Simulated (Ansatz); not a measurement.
Consider a rigid torsion scan of B2Cl2H2 (charge -1), SMILES [BH2-]B(Cl)Cl (Ansatz 0.2.0, Python API).

Script `torsion_b2cl2h2.py`:
```python
import ansatz as az
from ase import Atoms

atoms = Atoms(['B', 'B', 'Cl', 'Cl', 'H', 'H'], positions=[
    [-0.9584, -0.1704, -0.3197],
    [0.6816, -0.0001, -0.0723],
    [1.7787, -1.4791, -0.1419],
    [1.4016, 1.662, 0.2717],
    [-1.4937, 0.8909, -0.2413],
    [-1.4097, -0.9033, 0.5035],
])

first = (
    az.Crystal.molecule_from_ase(atoms).calculation()
    .basis(gaussian='def2-SVP')
    .functional('hf')
    .charge(-1)
    .spin('collinear', total=1)
    .relax(force_tolerance=0.02, max_steps=80)
)
atoms.positions = first.run(threads=1).report['positions_ang']

start = atoms.get_dihedral(4, 0, 1, 2)
energies = {}
for turn in range(0, 360, 40):
    turned = atoms.copy()
    turned.set_dihedral(4, 0, 1, 2, start + turn, indices=[1, 2, 3])
    model = (
        az.Crystal.molecule_from_ase(turned).calculation()
        .basis(gaussian='def2-SVP')
        .functional('hf')
        .charge(-1)
        .spin('collinear', total=1)
    )
    energies[round((start + turn) % 360)] = model.run(threads=1).report['free_energy_ev']
floor = min(energies.values())
print('dihedral H4-B0-B1-Cl2 (deg)   E - E(min) (eV)')
for angle, e in sorted(energies.items()):
    print(f'{angle:8d} {(e - floor):14.3f}  ' + '#' * int(30 * (e - floor) / max(max(energies.values()) - floor, 1e-9)))
```

Where along the turn do the lowest and the highest point lie, and how far apart are they?

The lowest point is at 180° and the highest at 100°, 0.943 eV (91.0 kJ/mol) above it, with the rest of the molecule held.

The output:

Running `python torsion_b2cl2h2.py` prints:
```text
dihedral H4-B0-B1-Cl2 (deg)   E - E(min) (eV)
      20          0.070  ##
      60          0.621  ###################
     100          0.943  #############################
     140          0.281  ########
     180          0.000
     220          0.282  ########
     260          0.943  ##############################
     300          0.621  ###################
     340          0.069  ##
```

Reading the output:
- The scan is rigid and the energies are electronic, in a modest basis. With rigid groups the curve can differ much from the relaxed path, the start wasn't checked as a minimum of this torsion, and equivalent turns needn't return to the same energy.
- The species is open-shell (spin multiplicity 2).
- For an odd-electron ion, approximate functionals spread the charge over both fragments and lower the stretched end too much.
- Anions want diffuse functions, which this basis lacks.
- The whole script took 13 s on 1 thread of Intel(R) Xeon(R) 6975P-C (Granite Rapids) (shared host), peak memory 0.24 GiB.
